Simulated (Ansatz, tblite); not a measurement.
GaAs: GFN1-xTB, run from Python

These are simulated results from tblite 0.8.0, not measurements. The cell was built from a prototype and was relaxed with r2SCAN in plane waves (Ansatz 0.2.0). Not every such cell is a known phase. All runs are without spin polarisation.

It is cubic, F-43m (No. 216); a = 5.666 Å in the conventional setting, 22.74 Å³ an atom. Ga has 4 As at 2.45 Å; As has 4 Ga at 2.45 Å.

tblite solves periodic systems at the zone centre alone, so the script builds a cluster of 2×2×2 conventional cells (64 atoms), which folds in a coarse mesh of k points.

run.py reads:

```python
import json
from ase import Atoms
from ase.build import make_supercell
from ase.units import Bohr, GPa, Hartree
from tblite.interface import Calculator

atoms = Atoms(['Ga', 'As'],
              cell=[[-0.0, 2.833085, 2.833085], [2.833085, 0.0, 2.833085], [2.833085, 2.833085, 0.0]],
              scaled_positions=[[-0.0, 0.0, 0.0], [0.25, 0.25, 0.25]],
              pbc=True)
cluster = make_supercell(atoms, [[-2, 2, 2], [-2, -2, 2], [2, -2, 2]])
calc = Calculator('GFN1-xTB', cluster.numbers, cluster.positions / Bohr, lattice=cluster.cell[:] / Bohr, periodic=cluster.pbc)
calc.set('temperature', 0.02 / Hartree)
calc.set('max-iter', 150)
res = calc.singlepoint()
levels = res.get('orbital-energies') * Hartree
nv = round(res.get('orbital-occupations').sum() / 2)
cells = len(cluster) // len(atoms)
out = {'energy_per_cell': res.get('energy') * Hartree / cells, 'homo': levels[nv - 1], 'lumo': levels[nv],
       'stress': (-res.get('virial') * Hartree / cluster.get_volume() / GPa).tolist(), 'charges': res.get('charges')[:len(atoms)].tolist(), 'electrons': 2 * nv / cells}
json.dump(out, open('results.json', 'w'))
for key, value in out.items():
    print(key, value)
```

Command: `python run.py`. It took 4.7 s on 1 thread of Arm Neoverse V2, on a shared host, peak memory 0.14 GiB.

What it printed:

```
------------------------------------------------------------
  cycle        total energy    energy error   density error
------------------------------------------------------------
      1     -119.4308207362  -1.1933393E+02   4.2127101E-01
      2     -112.0848261766   7.3459946E+00   4.1789172E-01
      3     -108.5646987309   3.5201274E+00   3.8625082E-01
      4     -120.1978478309  -1.1633149E+01   3.4757194E-02
      5     -120.1951112953   2.7365356E-03   3.5575870E-02
      6     -120.2472654634  -5.2154168E-02   3.0862460E-03
      7     -120.2484131895  -1.1477261E-03   1.1736760E-03
      8     -120.2485056593  -9.2469875E-05   7.3547709E-04
      9     -120.2485159286  -1.0269255E-05   6.1398891E-04
     10     -120.2485371079  -2.1179328E-05   1.0196250E-05
     11     -120.2485371112  -3.3132892E-09   4.3439497E-06
------------------------------------------------------------

 total:                                   4.158 sec
energy_per_cell -102.25404256872177
homo -6.229797049071071
lumo -5.643900301648179
stress [[3.230032337505725, 1.0870719544028628e-07, -1.0870989364952328e-07], [1.0870719526736714e-07, 3.23003233751167, -1.0870536502897882e-07], [-1.087098933283764e-07, -1.0870536453121887e-07, 3.230032337511362]]
charges [0.01996335939483762, -0.020009153910120814]
electrons 8.0
```

The cycle table is in hartree for the whole cluster, and the lines after it are in eV (the energy for one cell). The printed stress is in GPa and positive in compression, and the pressure is its mean diagonal.

GFN1-xTB gives a gap of 0.59 eV. On the same cell, plane-wave PBE (Ansatz, 8×8×8 k points and the special points) gives a gap of 0.47 eV and r2SCAN a gap of 0.96 eV; on shared hosts these took about 2.5 and 5.6 core-seconds on the 2-atom cell, against 4.7 for the script. Semilocal gaps usually lie below measured ones. xTB was fitted to molecules, so gaps, charges and pressures of solids can be far off, and the gap also depends on the size of the cluster.

The same script was run on cells scaled at fixed shape and fractional coordinates:

| volume (Å³/atom) | energy (meV/atom) | pressure (GPa, positive in compression) | gap (eV) |
| --- | --- | --- | --- |
| 20.01 | 159.8 | 17.38 | 1.51 |
| 21.38 | 50.2 | 8.92 | 1.55 |
| 22.74 | 0.0 | 3.23 | 0.59 |
| 24.10 | -18.4 | 2.09 | 0.00 |
| 25.47 | -21.1 | -1.27 | 0.00 |

A Birch-Murnaghan fit puts the minimum at 25.22 Å³/atom, 10.9 % above the given cell, with a bulk modulus of 13.5 GPa at fixed shape.

xTB was fitted mostly to molecules, and a small cluster samples few k points, so gaps, pressures and kinks along a curve can be far from a solid's.

Spin-orbit coupling is left out.
